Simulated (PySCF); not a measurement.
# C2H5NSi: the cost of one run

The runs use PySCF 2.14.0, with density-fitted response routines of our own; the level of theory stands in each step. All values are computed, except where a source is named. Atoms count from 0, in the outputs and in this text.

## Step 1: Starting geometry

9 atoms, charge 0, multiplicity 1; geometry from: GFN2-xTB. The atoms were then displaced at random by about 0.01 Å, so the start is not that level's minimum.

Bonds of the start (Å): C0–Si1 1.86, Si1–C2 1.86, C2–N3 1.19, C0–H4 1.09, C0–H5 1.09, C0–H6 1.11, Si1–H7 1.47, Si1–H8 1.48.

## Step 2: Optimising the geometry at PBE0-D3(BJ)/def2-SVP

What the job is given:

```
{"job": {"xc": "PBE0", "basis": "def2-SVP", "d3": "d3bj", "grid": 1, "shake": 0.01, "kind": "geom"}, "charge": 0, "multiplicity": 1}
C     -1.189520     0.338090    -0.002620
Si     0.348360    -0.709830    -0.058900
C      1.794590     0.450530     0.085460
N      2.741500     1.166170     0.182860
H     -1.285400     0.913850     0.913700
H     -2.105520    -0.246920    -0.094790
H     -1.217000     1.080830    -0.821880
H      0.530410    -1.395470    -1.341300
H      0.440390    -1.614390     1.103750
```

The run is started by

```bash
> OMP_NUM_THREADS=1 python probes_run.py task.json out
```

One launch serves the whole session: the jobs run in the order shown.

Q: Estimate the wall time and peak memory of this first job on 1 thread of Arm Neoverse N1, shared host.

About 26 s, with a peak of 0.36 GiB.
